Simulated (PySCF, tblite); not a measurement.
# C₄H₁₅FSi₃: geometry, infrared bands and NMR shifts

Wanted: the infrared bands and NMR shifts of C₄H₁₅FSi₃ (`FCCC([SiH3])([SiH3])C[SiH3]`), by calculation.

The runs use tblite 0.8.0 and PySCF 2.14.0, with density-fitted response routines of our own; the level of theory stands in each step. All values are computed, except where a source is named. Atoms are numbered from 0 throughout.

### 1 The molecule as given

23 atoms, charge 0, multiplicity 1; geometry from: force field or distance geometry start.

Bonds of the start (Å): F0–C1 1.35, C1–C2 1.52, C2–C3 1.59, C3–Si4 1.97, C3–Si5 1.98, C3–C6 1.57, C6–Si7 1.88, C1–H8 1.11, C1–H9 1.08, C2–H10 1.10, C2–H11 1.09, Si4–H12 1.48, Si4–H13 1.48, Si4–H14 1.49, Si5–H15 1.49, Si5–H16 1.48, Si5–H17 1.48, C6–H18 1.10, C6–H19 1.09, Si7–H20 1.48, Si7–H21 1.49, Si7–H22 1.48.

### 2 Relaxing the molecule with GFN2-xTB

What the job is given:

```
{"job": {"kind": "relax", "xc": "GFN2-xTB", "basis": "xTB"}, "charge": 0, "multiplicity": 1}
F      0.697700     0.406400     2.557200
C      1.655700    -0.039400     1.717000
C      1.043300    -0.814500     0.566900
C      0.133400     0.029200    -0.424800
Si    -0.472800    -1.110100    -1.915600
Si     1.225500     1.256900    -1.527900
C     -1.034800     0.818700     0.260800
Si    -2.357300    -0.101200     1.237500
H      2.311900    -0.710200     2.310900
H      2.252900     0.808700     1.402400
H      0.433900    -1.631200     0.984000
H      1.847000    -1.294300     0.008500
H      0.690500    -1.699600    -2.613800
H     -1.266000    -2.220100    -1.353700
H     -1.332000    -0.308900    -2.839400
H      1.814400     2.263300    -0.592300
H      2.347200     0.511900    -2.153500
H      0.380200     1.949800    -2.523300
H     -0.609400     1.569100     0.948300
H     -1.572600     1.397600    -0.489200
H     -1.760200    -1.023600     2.227200
H     -3.255000     0.867400     1.918800
H     -3.178400    -0.899000     0.303900
```

On the command line:

```console
$ OMP_NUM_THREADS=1 python probes_run.py task.json out
```

This one command runs all jobs of the session in turn.

**Question.** This job is followed by: GFN2-xTB harmonic vibrations, gas phase; GIAO PBE0/pcSseg-1 NMR shielding, non-relativistic, gas phase. Predict these results of the whole session: strongest single infrared mode (GFN2-xTB); zero-point energy (GFN2-xTB); 13C shifts against TMS (PBE0/pcSseg-1); 1H shifts against TMS (PBE0/pcSseg-1, means over atoms taken as alike); 19F shifts against CFCl3 (PBE0/pcSseg-1); 29Si shifts against TMS (PBE0/pcSseg-1, means over atoms taken as alike); surface potential, 1st and 99th percentile.

The runs gave:

```
                                                                quantity                             value
                               strongest single infrared mode (GFN2-xTB)              789 cm⁻¹, 964 km/mol
                                            zero-point energy (GFN2-xTB)                    103.3 kcal/mol
                                  13C shifts against TMS (PBE0/pcSseg-1)        87.9, 38.1, 16.8, 11.7 ppm
  1H shifts against TMS (PBE0/pcSseg-1, means over atoms taken as alike)  5.02, 3.93, 3.91, 2.03, 1.38 ppm
                                19F shifts against CFCl3 (PBE0/pcSseg-1)                        -243.3 ppm
29Si shifts against TMS (PBE0/pcSseg-1, means over atoms taken as alike)                  -57.7, -84.4 ppm
                                   surface potential, 1st and 99th percentile                -0.94 V and 1.03 V
```

What this shows: The optimisation took 80 steps and gained 0.353 eV; among the close pairs (by a distance rule), C3–Si5 changed most, from 1.979 to 1.920 Å. No mode is imaginary among the 63: a minimum at this level. The strongest single mode, at 789 cm⁻¹, is spread over many atoms; the largest shares are those of H15, H16. GFN2-xTB is a fitted tight-binding method: band positions and strengths are rough. Its intensities can rank the bands wrongly. H8, H9 (mean) (hydrogen on an sp3 CH2 bonded to F) lies farthest downfield among hydrogen, at 5.02 ppm; its carbon carries F, which withdraws density. At PBE0/pcSseg-1: Shielding is most anisotropic at Si4, Si5 (span 119 ppm, paramagnetic term -475 ppm).
